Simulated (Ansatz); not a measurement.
# Ag2: energies up the ladder

The task here is to estimate one member of a computed series from the others.

Computed with Ansatz 0.2.0 (the levels named in each step, unless a step's input says otherwise).

## Starting point

Bond lengths: Ag1–Ag2 2.592 Å.

Structure file:

```xyz
2

Ag    0.0000    0.0000    0.0000
Ag    0.0000    0.0000    2.5920
```

The first run:

Contents of input.yaml:

```yaml
crystal:
  periodic: [false, false, false]
  atoms:
    - { symbol: Ag, position_ang: [0.0, 0.0, 0.0] }
    - { symbol: Ag, position_ang: [0.0, 0.0, 2.59199] }
basis:
  gaussian: { orbitals: def2-SVPD }
hamiltonian:
  xc: pbe
  dispersion: d4
relax:
  f_tol: 0.03
  max_steps: 200
```

Run with:

```
ansatz run input.yaml --threads 4 --pin off --max-ram 10240MiB --backend cpu --events-out ev --progress --plain --runs-dir out
```

Steps of the session up to this table: A rough first relaxation, PBE-D4/def2-SVPD; Relaxation, PBE0-D4/def2-TZVPPD; Frequencies, PBE0-D4/def2-TZVPPD; Single point, PBE-D4/def2-TZVPPD; Single point, r2SCAN-D4/def2-TZVPPD; Single point, B3LYP-D4/def2-TZVPPD; Single point, wB97M-V/def2-TZVPPD; Single point, B2PLYP/def2-TZVPPD; Single point, LDA/def2-TZVPPD; Single point, PBE0-D4/def2-SVPD; Single point, PBE-D4/def2-SVPD; The anion of multiplicity 2 at the same geometry, PBE0-D4/def2-TZVPPD; The anion of multiplicity 2 at the same geometry, PBE-D4/def2-TZVPPD; The anion of multiplicity 2 at the same geometry, r2SCAN-D4/def2-TZVPPD; The anion of multiplicity 2 at the same geometry, B3LYP-D4/def2-TZVPPD; The anion of multiplicity 2 at the same geometry, wB97M-V/def2-TZVPPD; The anion of multiplicity 2 at the same geometry, B2PLYP/def2-TZVPPD.

One table of the session follows, with a row left open; its other results are not shown here.

It belongs to the step «Vertical electron affinity». 

| level | vertical electron affinity (eV) |
| --- | --- |
| PBE-D4/def2-TZVPPD | 0.970 |
| r2SCAN-D4/def2-TZVPPD | ? |
| B3LYP-D4/def2-TZVPPD | 0.956 |
| wB97M-V/def2-TZVPPD | 0.643 |
| B2PLYP/def2-TZVPPD | 0.805 |

Estimate the missing values for r2SCAN-D4/def2-TZVPPD.

**Answer.** vertical electron affinity (eV): 1.018. In the column «vertical electron affinity (eV)» it is the highest.
